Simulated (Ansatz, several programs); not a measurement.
RbZnI3 in the cubic perovskite structure, relaxed with r2SCAN in Ansatz (plane waves, PAW): the symmetry is Pm-3m (No. 221, cubic); conventional cell a = 5.722 Å, 37.46 Å³ an atom. Around Rb lie 12 I at 4.05 Å; around Zn lie 6 I at 2.86 Å; around I lie 2 Zn at 2.86 Å and 4 Rb at 4.05 Å. The cell was then scaled with its shape and fractional coordinates held. Values at 0 K without nuclear motion; spin polarisation is off, and the phase may be a hypothetical one.

| V (Å³/atom) | E (meV/atom) |
| --- | --- |
| 35.217 | 11.77 |
| 37.465 | 0.00 |
| 38.588 | 2.32 |
| 39.712 | 8.94 |

Q: Pass a cubic E = c₀ + c₁u + c₂u² + c₃u³, with u = V − 37.746 Å³, through these points.

A: c₀ = 0.13, c₁ = +1.022, c₂ = 1.963, c₃ = -0.1033 (meV and Å³).

Q: Where is the minimum, and what bulk modulus follows?

A: dE/du = 0 at u = -0.255, so V₀ = 37.49 Å³. B = V₀ d²E/dV² = 37.49 × (2c₂ + 6c₃u) = 37.49 × 4.084 = 153 meV/Å³, and 1 meV/Å³ is 0.16022 GPa: 25 GPa. A third-order Birch-Murnaghan fit to all five points gives 37.49 Å³ and 24 GPa.

Q: Predict the energy and the pressure at the withheld volume, 36.341 Å³.

A: With u = -1.405: E ≈ 2.86 meV and P = −dE/dV ≈ +0.82 GPa. The run gives 2.81 meV and, from its stress, +0.81 GPa.
